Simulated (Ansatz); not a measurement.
# Ta2SiC: the cost of one run

Method: DFT PBE, scalar-relativistic, plane waves, PAW, in Ansatz 0.2.0.

1 further run of the same task is left out (it didn't finish).

## (1) The system as given

Symmetry: P4/mmm, No. 123, tetragonal system. Conventional cell: a = 2.726 Å, b = 2.726 Å, c = 9.429 Å, α = 90.00°, β = 90.00°, γ = 90.00°. Around Ta (site symmetry 4mm) lie 1 C at 2.06 Å and 1 Si at 2.66 Å. Si (site symmetry 4/mmm) has 2 Ta at 2.66 Å and 4 Si at 2.73 Å as nearest neighbours. Around C (site symmetry 4/mmm) lie 2 Ta at 2.06 Å.

Coordinates:

```xyz
4
Lattice="2.7255 0.0000 0.0000 0.0000 2.7255 0.0000 0.0000 0.0000 9.4291" Properties=species:S:1:pos:R:3 pbc="T T T"
Ta    0.0000    0.0000    7.3702
Ta    0.0000    0.0000    2.0590
Si    0.0000    0.0000    4.7146
C     0.0000    0.0000    0.0000
```

It is the end of an earlier relaxation with the same method, from a generated guess; it needn't be the stable form of this composition. At a tolerance of 0.05 Å it has space group P4/mmm (No. 123); it has 17.51 Å³/atom, an uncorrected energy of +1.29 eV/atom over the elements.

## (2) Electronic structure at the relaxed geometry

input.yaml

```yaml
crystal:
  lattice:
    - [2.7255111601, 0.0, 0.0]
    - [0.0, 2.7255111601, 0.0]
    - [0.0, 0.0, 9.4291220798]
  atoms:
    - { symbol: Ta, position: [0.0, 0.0, 0.7816371409] }
    - { symbol: Ta, position: [0.0, 0.0, 0.2183628591] }
    - { symbol: Si, position: [0.0, 0.0, 0.5] }
    - { symbol: C, position: [0.0, 0.0, 0.0] }
basis:
  ecutwfc: 420
kpoints:
  mp_grid: { grid: [16, 16, 6] }
  band_path:
    path:
      - [[0.0, 0.0, 0.0], [0.0, 0.5, 0.0], [0.5, 0.5, 0.0], [0.0, 0.0, 0.0], [0.0, 0.0, 0.5], [0.0, 0.5, 0.5], [0.5, 0.5, 0.5], [0.0, 0.0, 0.5]]
      - [[0.0, 0.5, 0.0], [0.0, 0.5, 0.5]]
      - [[0.5, 0.5, 0.0], [0.5, 0.5, 0.5]]
    npoints: 14
hamiltonian:
  xc: pbe
scf:
  occupations: { method: gaussian, width: 0.1 }
  n_extra_bands: 10
output:
  forces: true
  stress: true
  eigenvalues: true
  populations: true
  dos: { projected: true, de: 0.02, nscf_kmesh: { grid: [20, 20, 8] } }
  bader: true
  write_density: true
  write_potential: true
  elf: true
  volumetric_format: npy
```

The run is started by

```
$ ansatz run input.yaml --threads 1 --pin off --max-ram 2048MiB --backend cpu --events-out ev --progress --plain --runs-dir out
```

What time and memory should one allow on 1 thread of Intel Xeon Platinum 8488C (Sapphire Rapids), shared host?

About 76 s, with a peak of 0.7 GiB.
